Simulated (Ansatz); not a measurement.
I need a geometry optimisation of CH4BFSSe, SMILES FC[Se]BS. Use Ansatz 0.2.0, Python API. Use: B3LYP, def2-SVP basis, multiplicity 1, D3BJ dispersion.

```yaml
atoms:
  - { symbol: F, position_ang: [1.9984, -0.1823, 0.5090] }
  - { symbol: C, position_ang: [1.2766, 0.3564, -0.6064] }
  - { symbol: Se, position_ang: [0.0396, -0.9941, -1.3268] }
  - { symbol: B, position_ang: [-0.9957, -0.9536, 0.3434] }
  - { symbol: S, position_ang: [-2.5112, 0.2283, 0.4545] }
  - { symbol: H, position_ang: [2.0189, 0.6445, -1.3892] }
  - { symbol: H, position_ang: [0.7377, 1.2702, -0.3155] }
  - { symbol: H, position_ang: [-0.7831, -1.6692, 1.2414] }
  - { symbol: H, position_ang: [-1.6928, 1.2535, 1.0725] }
```

Script `run_opt.py`:
```python
# -*- coding: utf-8 -*-
"""Minimum-energy structure of CH4BFSSe."""

import ansatz
import numpy as np

ch4bfsse = (
    ansatz.Crystal.molecule()
    .atom("F", (1.9984, -0.1823, 0.509))
    .atom("C", (1.2766, 0.3564, -0.6064))
    .atom("Se", (0.0396, -0.9941, -1.3268))
    .atom("B", (-0.9957, -0.9536, 0.3434))
    .atom("S", (-2.5112, 0.2283, 0.4545))
    .atom("H", (2.0189, 0.6445, -1.3892))
    .atom("H", (0.7377, 1.2702, -0.3155))
    .atom("H", (-0.7831, -1.6692, 1.2414))
    .atom("H", (-1.6928, 1.2535, 1.0725))
)

setup = (
    ch4bfsse.calculation()
    .basis(gaussian="def2-SVP")
    .functional("b3lyp", dispersion="d3bj")
)
symbols = [site.symbol for site in ch4bfsse.cartesian_sites]
start = np.array([site.position_ang for site in ch4bfsse.cartesian_sites], dtype=float)
def progress(event):
    if event["event"] == "relax_step":
        row = event["data"]
        print(f"step {row['step']:3d}  E = {row['lagrangian_ev']:.6f} eV  largest force component {row['allowed_force_max_ev_ang']:.4f} eV/A")


report = setup.relax(force_tolerance=0.005).session().plan().execute(on_event=progress).report
end = np.array(report["positions_ang"])

print("reference energy %16.6f eV" % report["reference_energy_ev"])
print("total energy     %16.6f eV" % report["free_energy_ev"])
print("occupied orbitals outside the frozen core (up, down):", report["n_occupied"], " frozen:", report["n_frozen"], " virtual:", report["n_virtual"])

print("final positions (A) and the move of each atom")
for symbol, xyz, old in zip(symbols, end, start):
    print(f"{symbol:2s} {xyz[0]:10.5f} {xyz[1]:10.5f} {xyz[2]:10.5f}   {np.linalg.norm(xyz - old):7.4f}")
```

```console
$ python run_opt.py
step   1  E = -80666.708530 eV  largest force component 1.6915 eV/A
step   2  E = -80666.940253 eV  largest force component 0.9189 eV/A
step   3  E = -80667.129321 eV  largest force component 0.8637 eV/A
step   4  E = -80667.291873 eV  largest force component 1.4172 eV/A
step   5  E = -80667.545310 eV  largest force component 1.3494 eV/A
step   6  E = -80667.747116 eV  largest force component 1.0698 eV/A
step   7  E = -80667.847713 eV  largest force component 0.8705 eV/A
step   8  E = -80667.921650 eV  largest force component 0.9178 eV/A
step   9  E = -80668.026408 eV  largest force component 0.9449 eV/A
step  10  E = -80668.142211 eV  largest force component 0.5516 eV/A
step  11  E = -80668.241141 eV  largest force component 0.5451 eV/A
step  12  E = -80668.324401 eV  largest force component 0.6240 eV/A
step  13  E = -80668.385841 eV  largest force component 0.2727 eV/A
step  14  E = -80668.394837 eV  largest force component 0.1723 eV/A
step  15  E = -80668.407485 eV  largest force component 0.1099 eV/A
step  16  E = -80668.409804 eV  largest force component 0.1244 eV/A
step  17  E = -80668.409024 eV  largest force component 0.0973 eV/A
step  18  E = -80668.411836 eV  largest force component 0.0180 eV/A
step  19  E = -80668.411864 eV  largest force component 0.0086 eV/A
step  20  E = -80668.411872 eV  largest force component 0.0033 eV/A
reference energy    -80667.985529 eV
total energy        -80668.412098 eV
occupied orbitals outside the frozen core (up, down): [37, 37]  frozen: 0  virtual: [75, 75]
final positions (A) and the move of each atom
F     1.94311    0.75975    0.38484    0.9518
C     1.39354    0.41258   -0.81506    0.2457
Se    0.45952   -1.32706   -0.73392    0.7992
B    -1.03287   -0.87686    0.40707    0.1064
S    -1.24959    0.74901    1.13574    1.5254
H     2.18423    0.30104   -1.57279    0.4231
H     0.66903    1.18197   -1.12277    0.8150
H    -1.82040   -1.76154    0.60261    1.2217
H    -2.45816    0.51481    1.69717    1.2336
```

What to keep in mind:
- Total energies depend on the basis set; only differences at equal settings carry meaning.
- The end point is the stationary point reached from this start; no frequency run checks that it is a minimum, and the basis set is modest.
- Total less reference energy is the dispersion correction.
- b3lyp holds the VWN-RPA fit, as in Gaussian; the form of ORCA and Turbomole is b3lyp5.
- Finished in 2.5 min on 1 thread of Arm Neoverse V1, with other jobs on the host, peak memory 0.35 GiB.
